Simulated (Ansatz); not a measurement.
# TaRu: the cost of one run

Computed with Ansatz 0.2.0 through its Python package. The levels of theory stand in the script.

### 1 The structure

It takes space group Pm-3m (No. 221, cubic). Conventional cell: a = 3.187 Å, b = 3.187 Å, c = 3.187 Å, α = 90.00°, β = 90.00°, γ = 90.00°. Ta (site symmetry m-3m) has 8 Ru at 2.76 Å as nearest neighbours. Ru (site symmetry m-3m) is surrounded by 8 Ta at 2.76 Å.

The script holds or builds the structure itself.

### 2 The script

xc_taru.py

```python
# -*- coding: utf-8 -*-
"""One structure of TaRu under several functionals."""

import warnings

import ansatz as az

warnings.simplefilter("ignore", az.DeckWarning)

lattice = az.Lattice.of(
    (3.187, 0.0, 0.0),
    (0.0, 3.187, 0.0),
    (0.0, 0.0, 3.187),
)
sites = [
    ("Ta", (0.5, 0.5, 0.5)),
    ("Ru", (0.0, 0.0, 0.0)),
]
xtal = az.Crystal(lattice=lattice)
for symbol, position in sites:
    xtal = xtal.atom(symbol, position)

setup = (
    xtal.calculation()
    .kpoints(9, 9, 9, shift=0.5)
    .basis(630, density_ratio=6)
    .occupations("fermi_dirac", width=0.2)
    .stress()
)

rows = []
for value in ["pbesol", "r2scan", "blyp"]:
    rep = setup.functional(value).run(threads=1, pin="off").report
    rows.append((value, rep["free_energy_ev"] / len(rep["lattice"]["sites"]), rep["n_iterations"], sum(rep["stress_gpa"][i][i] for i in range(3)) / 3, rep["n_kpoints"]))

print("  functional   F/atom (eV)    iterations       P (GPa)      k-points")
for row in rows:
    print(f"{str(row[0]):>12s}  {row[1]:12.5f}  {row[2]:12d}  {row[3]:12.3f}  {row[4]:12d}")
```

### 3 The input behind the calls

The engine receives this input (first run):

```yaml
crystal:
  lattice:
    - [3.187, 0.0, 0.0]
    - [0.0, 3.187, 0.0]
    - [0.0, 0.0, 3.187]
  atoms:
    - { symbol: Ta, position: [0.5, 0.5, 0.5] }
    - { symbol: Ru, position: [0.0, 0.0, 0.0] }
basis:
  ecutwfc: 630.0
  ecutrho_ratio: 6
kpoints:
  mp_grid:
    grid: [9, 9, 9]
    shift: [0.5, 0.5, 0.5]
hamiltonian:
  xc: pbesol
scf:
  occupations:
    method: fermi_dirac
    width: 0.2
output:
  stress: true
```

### 4 Launch

The run is started by

```console
$ python xc_taru.py
```

Q: Estimate wall time and peak memory on 1 thread of Arm Neoverse V1, shared host.

About 12 s, with a peak of 0.54 GiB.
